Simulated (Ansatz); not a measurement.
# SrAl2H2: structure and electronic properties

One table from this session's results is given with a row withheld; the runs are named, their logs left out.

Program: Ansatz 0.2.0. Level of theory: DFT PBEsol, scalar-relativistic, plane waves, PAW. These are calculated values, not measurements.

## The system as given

It takes space group P-3m1 (No. 164, trigonal). The conventional cell has a = 4.525 Å, b = 4.525 Å, c = 4.721 Å, α = 90.00°, β = 90.00°, γ = 120.00°. Sr (site symmetry -3m) is surrounded by 6 H at 2.65 Å. Around Al (site symmetry 3m) lie 1 H at 1.71 Å. Around H (site symmetry 3m) lie 1 Al at 1.71 Å.

Coordinates:

```xyz
5
Lattice="4.5253 0.0000 0.0000 -2.2626 3.9190 0.0000 0.0000 0.0000 4.7214" Properties=species:S:1:pos:R:3 pbc="T T T"
Sr    0.0000    0.0000    0.0000
Al    0.0000    2.6127    2.1667
Al    2.2626    1.3063    2.5547
H     0.0000    2.6127    0.4608
H     2.2626    1.3063    4.2606
```

The structure comes from the Crystallography Open Database.

The first run:

(A quick probe on a coarse mesh, which set the mesh and smearing, is not shown.)

File input.yaml:

```yaml
crystal:
  lattice:
    - [4.525297939, 0.0, 0.0]
    - [-2.2626489695, 3.9190229748, 0.0]
    - [0.0, 0.0, 4.7214]
  atoms:
    - { symbol: Sr, position: [0.0, 0.0, 0.0] }
    - { symbol: Al, position: [0.3333333333, 0.6666666667, 0.4589] }
    - { symbol: Al, position: [0.6666666667, 0.3333333333, 0.5411] }
    - { symbol: H, position: [0.3333333333, 0.6666666667, 0.0976] }
    - { symbol: H, position: [0.6666666667, 0.3333333333, 0.9024] }
basis:
  ecutwfc: 420
kpoints:
  mp_grid: { grid: [12, 12, 8] }
hamiltonian:
  xc: pbesol
scf:
  occupations: { method: gaussian, width: 0.1 }
output:
  forces: true
  stress: true
  eigenvalues: true
  write_density: true
  write_potential: true
  elf: true
  volumetric_format: npy
relax:
  adjacent_minimum: "off"
  f_tol: 0.005
  max_steps: 80
  cell: { stress_tol: 0.05 }
```

On the command line:

```
> ansatz run input.yaml --threads 1 --pin off --max-ram 2560MiB --backend cpu --events-out ev --progress --plain --runs-dir out
```

Among the steps run: The relaxation; Bands, states and charges; Point at V/V0 = 0.97; The cell scaled to 1.03 of its volume; The cell scaled to 0.94 of its volume; The cell scaled to 1.06 of its volume.

One of the session's tables, all rows but one given; the rest of the session is left out.

It belongs to the step «Equation of state». 

```
volume (Å³/atom)  energy above the lowest point (meV/atom)  pressure (GPa)
          15.028                                       7.1            2.46
          15.507                                       1.7            1.18
          15.987                                       0.0           -0.02
          16.467                                         ?               ?
          16.946                                       6.8           -2.15
```

Q: Estimate the row for volume (Å³/atom) = 16.467 from the others.

Worked estimate for «energy above the lowest point (meV/atom)». A straight line through the neighbours (15.987, 0.0) and (16.946, 6.8) gives 0.0 + (6.8 − 0.0) × (16.467 − 15.987) / (16.946 − 15.987) = 3.4; a parabola fitted to 3 rows on both sides gives 1.7.

The run gave: energy above the lowest point (meV/atom): 1.8; pressure (GPa): -1.15. In «energy above the lowest point (meV/atom)» the line misses by +1.6 and the parabola by -0.1.

Limits of these values: The projections leave out shells that the potentials don't hold, such as empty d states.
